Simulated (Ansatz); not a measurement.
Working through a single point of ScGa₃, space group Pm-3m

Program: the Python package of Ansatz (0.2.0).

Notebook, run cell by cell (the value of a cell's last expression is shown):

**Cell 1**
```python
import warnings

import ansatz
import numpy as np
from pymatgen.core import Lattice, Structure
from pymatgen.io.ase import AseAtomsAdaptor
```

**Cell 2**
```python
pmg_structure = Structure(
    Lattice([(4.095, 0.0, 0.0), (0.0, 4.095, 0.0), (0.0, 0.0, 4.095)]),
    ['Sc', 'Ga', 'Ga', 'Ga'],
    [
        (0.0, 0.0, 0.0),
        (0.0, 0.5, 0.5),
        (0.5, 0.0, 0.5),
        (0.5, 0.5, 0.0),
    ],
)
cell = ansatz.Crystal.from_ase(AseAtomsAdaptor.get_atoms(pmg_structure))
```

**Cell 3**
```python
[site.symbol for site in cell.resolved().sites]
```
Output:
```text
['Sc', 'Ga', 'Ga', 'Ga']
```

**Cell 4**
```python
# settings of the run
model = (
    cell.calculation()
    .functional(ansatz.Functional.R2SCAN)
    .basis(650)
    .kpoints(7, 7, 7, center='gamma')
    .occupations('gaussian', width=0.05)
    .stress()
)
with warnings.catch_warnings(record=True) as caught:
    warnings.simplefilter('always')
    out = model.run(threads=1)
print('warnings raised:', sorted(w.category.__name__ for w in caught) or 'none')
rep = out.report
```
Output:
```text
warnings raised: none
```

**Cell 5**
```python
[(site.symbol, site.position_frac.round(4).tolist()) for site in out.lattice.sites]
```
Output:
```text
[(<Element.SC: 'Sc'>, [0.0, 0.0, 0.0]), (<Element.GA: 'Ga'>, [0.0, 0.5, 0.5]),
 (<Element.GA: 'Ga'>, [0.5, 0.0, 0.5]), (<Element.GA: 'Ga'>, [0.5, 0.5, 0.0])]
```

**Cell 6**
```python
{key: value for key, value in rep.items() if isinstance(value, (int, float)) and 'ev' in key}
```
Output:
```text
{'n_hpsi_unsolved_levels': 442,
 'gap_by_band_count_ev': -3.3172056739051676,
 'fermi_energy_ev': 11.845742435924773,
 'harris_foulkes_ev': -13513.451401804632,
 'free_energy_ev': -13513.451401818613,
 'internal_energy_ev': -13513.444150585528,
 'lagrangian_ev': -13513.451401818613,
 'energy_sigma0_ev': -13513.44777620207,
 'lagrangian_sigma0_ev': -13513.44777620207,
 'lagrangian_above_aufbau_ev': -0.004954465563289738,
 'entropy_ts_ev': 0.00725123308469983}
```

**Cell 7**
```python
for key in ('converged', 'n_iterations', 'n_electrons', 'n_kpoints', 'n_pw', 'n_symmetry_ops', 'free_energy_ev', 'fermi_energy_ev'):
    print(f'{key:18s} {rep[key]}')
```
Output:
```text
converged          True
n_iterations       8
n_electrons        50.0
n_kpoints          20
n_pw               2553
n_symmetry_ops     48
free_energy_ev     -13513.451401818613
fermi_energy_ev    11.845742435924773
```

**Cell 8**
```python
print(model.to_python())
```
Output:
```text
(
    az.Lattice.of(((4.095, 0.0, 0.0), (0.0, 4.095, 0.0), (0.0, 0.0, 4.095)))
    .atom("Sc", (0.0, 0.0, 0.0))
    .atom("Ga", (0.0, 0.5, 0.5))
    .atom("Ga", (0.5, 0.0, 0.5))
    .atom("Ga", (0.5, 0.5, 0.0))
    .calculation()
    .basis(cutoff=650.0)
    .kpoints(7, 7, 7, shift=(0.0, 0.0, 0.0))
    .functional("r2scan")
    .occupations(method="gaussian", width=0.05)
    .stress()
)
```

**Cell 9**
```python
# the stress is positive in compression
print('pressure by term (GPa)')
for term, tensor in rep['stress_terms_gpa'].items():
    if np.any(tensor):
        print(f'  {term:28s} {np.trace(np.array(tensor)) / 3:12.3f}')
print(f'  {"total":28s} {np.trace(np.array(rep["stress_gpa"])) / 3:12.3f}')
```
Output:
```text
pressure by term (GPa)
  kinetic                           948.201
  hartree                          2093.207
  ewald                           -3927.585
  local_pseudopotential            1226.683
  nonlocal_pseudopotential         -274.061
  augmentation                      118.186
  nlcc                             -172.542
  xc                                -13.640
  augmentation_tail                  -0.000
  scf_correction                     -0.000
  pulay_correction                    0.010
  total                              -1.541
```

Absolute energies stand on the zero of these potentials, so only differences at equal settings mean something. A total without «per atom» is that of the cell as typed. Spin is left out of this run. For a metal this k-point mesh is coarse: on a finer one energies can move by several to tens of meV an atom and pressures by half a GPa or more, differences at one mesh by less. An absolute Fermi energy rests on an arbitrary zero of the periodic potential and has no direct meaning. A gap by band count of zero or less means overlapping bands, a metal. Pressure is positive in compression. The structure is a deposited one; some such entries were measured under pressure or heat, so a shift against it needn't be the functional's error alone. Levels are Kohn-Sham eigenvalues on this mesh, without spin-orbit coupling. Wall time of the script: 11 s on 1 thread of Arm Neoverse V1 (shared host), peak memory 0.71 GiB.
